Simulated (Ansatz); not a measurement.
**Alloy of ZnS and MgS (12 of 32 Zn sites exchanged), 64 atoms**

Aim: relax the alloy cell and compare the gap by PBEsol and r²SCAN.

Method: density functional theory in Ansatz 0.2.0, PAW datasets, plane waves.

## (1) The starting cell

64 atoms (20 Zn, 12 Mg, 32 S); a = 10.937 Å, b = 10.937 Å, c = 10.937 Å, α = 90.00°, β = 90.00°, γ = 90.00°. All atoms were shaken off their sites by about 0.02 Å along each axis.

Steps to follow: (2) PBEsol cell relaxation at the single k point (¼, ¼, ¼), on 1 × NVIDIA GB300 Max-Q with 8 threads of Arm Neoverse-V2; (3) r²SCAN single point at the single k point (¼, ¼, ¼), on 1 × NVIDIA GB300 Max-Q with 8 threads of Arm Neoverse-V2.

## (2) PBEsol relaxation of the cell and the positions

in.yaml

```yaml
crystal:
  lattice:
    - [10.936937, 0.000000, 0.000000]
    - [0.000000, 10.936937, 0.000000]
    - [0.000000, 0.000000, 10.936937]
  atoms:
    - { symbol: Zn, position: [0.000688, 0.003064, 0.001041] }
    - { symbol: Zn, position: [0.999022, 0.500510, 0.001621] }
    - { symbol: Zn, position: [0.999425, 0.497749, 0.502516] }
    - { symbol: Zn, position: [0.503016, 0.501521, 0.000020] }
    - { symbol: Zn, position: [0.501727, 0.499846, 0.497545] }
    - { symbol: Zn, position: [0.250068, 0.247175, 0.000962] }
    - { symbol: Zn, position: [0.246789, 0.251185, 0.500015] }
    - { symbol: Zn, position: [0.750187, 0.248195, 0.995750] }
    - { symbol: Zn, position: [0.749245, 0.249707, 0.499415] }
    - { symbol: Zn, position: [0.749994, 0.748407, 0.999368] }
    - { symbol: Zn, position: [0.250419, 0.502148, 0.251621] }
    - { symbol: Zn, position: [0.249100, 0.500653, 0.747026] }
    - { symbol: Zn, position: [0.748272, 0.999678, 0.250629] }
    - { symbol: Zn, position: [0.748586, 0.998215, 0.747405] }
    - { symbol: Zn, position: [0.752704, 0.502176, 0.249920] }
    - { symbol: Zn, position: [0.749805, 0.501449, 0.749891] }
    - { symbol: Zn, position: [0.998817, 0.249441, 0.249626] }
    - { symbol: Zn, position: [0.998938, 0.248293, 0.746045] }
    - { symbol: Zn, position: [0.503076, 0.251010, 0.248421] }
    - { symbol: Zn, position: [0.499643, 0.251382, 0.750701] }
    - { symbol: Mg, position: [0.999670, 0.998496, 0.498226] }
    - { symbol: Mg, position: [0.503363, 0.002187, 0.003156] }
    - { symbol: Mg, position: [0.499129, 0.001739, 0.498238] }
    - { symbol: Mg, position: [0.249442, 0.749222, 0.000176] }
    - { symbol: Mg, position: [0.249194, 0.750579, 0.499427] }
    - { symbol: Mg, position: [0.748495, 0.750667, 0.499539] }
    - { symbol: Mg, position: [0.246382, 0.002300, 0.249536] }
    - { symbol: Mg, position: [0.251925, 0.997987, 0.749955] }
    - { symbol: Mg, position: [0.002098, 0.749707, 0.251260] }
    - { symbol: Mg, position: [0.001527, 0.750066, 0.748902] }
    - { symbol: Mg, position: [0.501692, 0.749432, 0.250693] }
    - { symbol: Mg, position: [0.499774, 0.751152, 0.751528] }
    - { symbol: S, position: [0.125099, 0.122317, 0.122376] }
    - { symbol: S, position: [0.124354, 0.124762, 0.628887] }
    - { symbol: S, position: [0.123454, 0.621292, 0.124884] }
    - { symbol: S, position: [0.126194, 0.626983, 0.625974] }
    - { symbol: S, position: [0.624608, 0.126804, 0.123583] }
    - { symbol: S, position: [0.625918, 0.122051, 0.622970] }
    - { symbol: S, position: [0.624610, 0.625356, 0.123724] }
    - { symbol: S, position: [0.623606, 0.622715, 0.623050] }
    - { symbol: S, position: [0.372823, 0.374386, 0.125769] }
    - { symbol: S, position: [0.374253, 0.376854, 0.624500] }
    - { symbol: S, position: [0.377113, 0.877604, 0.125174] }
    - { symbol: S, position: [0.375359, 0.876783, 0.626936] }
    - { symbol: S, position: [0.873665, 0.371503, 0.123130] }
    - { symbol: S, position: [0.875378, 0.377011, 0.623133] }
    - { symbol: S, position: [0.872518, 0.872827, 0.127229] }
    - { symbol: S, position: [0.873635, 0.880060, 0.627319] }
    - { symbol: S, position: [0.379361, 0.126869, 0.373640] }
    - { symbol: S, position: [0.373887, 0.122512, 0.873362] }
    - { symbol: S, position: [0.375063, 0.621402, 0.376934] }
    - { symbol: S, position: [0.375982, 0.625596, 0.871475] }
    - { symbol: S, position: [0.874171, 0.124983, 0.374225] }
    - { symbol: S, position: [0.876231, 0.124642, 0.874460] }
    - { symbol: S, position: [0.873817, 0.621719, 0.373431] }
    - { symbol: S, position: [0.870130, 0.626291, 0.873183] }
    - { symbol: S, position: [0.122897, 0.374147, 0.376474] }
    - { symbol: S, position: [0.127552, 0.375406, 0.873872] }
    - { symbol: S, position: [0.119699, 0.873498, 0.375585] }
    - { symbol: S, position: [0.122786, 0.877452, 0.874466] }
    - { symbol: S, position: [0.625950, 0.373189, 0.376351] }
    - { symbol: S, position: [0.623929, 0.377100, 0.871399] }
    - { symbol: S, position: [0.627836, 0.876064, 0.376307] }
    - { symbol: S, position: [0.627333, 0.876544, 0.875399] }
  symmetry: { detect: false }
kpoints:
  mp_grid: { grid: [1, 1, 1], shift: [0.25, 0.25, 0.25] }
hamiltonian:
  xc: pbesol
scf:
  occupations: { method: fermi_dirac, width: 0.01 }
relax:
  f_tol: 0.03
  max_steps: 80
  escape_saddle: false
  adjacent_minimum: "off"
  cell: { fix: [shape] }
output:
  forces: true
  eigenvalues: true
  populations: true
```

The run is started by

```
$ ansatz run in.yaml --threads 8 --pin off --max-ram 118750MiB --runs-dir r --events-out ev --progress --plain --backend cuda --devices 0,
```

Further steps of the session: r²SCAN on the final geometry.

Before running it: what results should come out? Wanted: for each run, top filled to lowest empty.

As calculated:

| level | time | top filled to lowest empty (eV) |
| --- | --- | --- |
| PBEsol, relaxation | 8.9 s (GPU) | 3.29 |
| r²SCAN | 6.3 s (GPU) | 3.97 |

| quantity | value |
| --- | --- |
| relaxation | 5 recorded steps, 1.35 eV gained |
| largest shift | 0.18 Å (S50) |
| relaxed cell | a = 10.931 Å, b = 10.931 Å, c = 10.931 Å, α = 90.00°, β = 90.00°, γ = 90.00° |
| mean bonds | Mg–S 2.427, S–Zn 2.332 Å |

**In words.** Relaxation gains 1.35 eV, with shifts up to 0.18 Å (S50), while the volume changes by -0.2 %. The mean lengths of the listed bonds run from S–Zn 2.33 Å to Mg–S 2.43 Å. With one k point the spacing samples only the states that fold onto it, so it can exceed the gap over the zone.
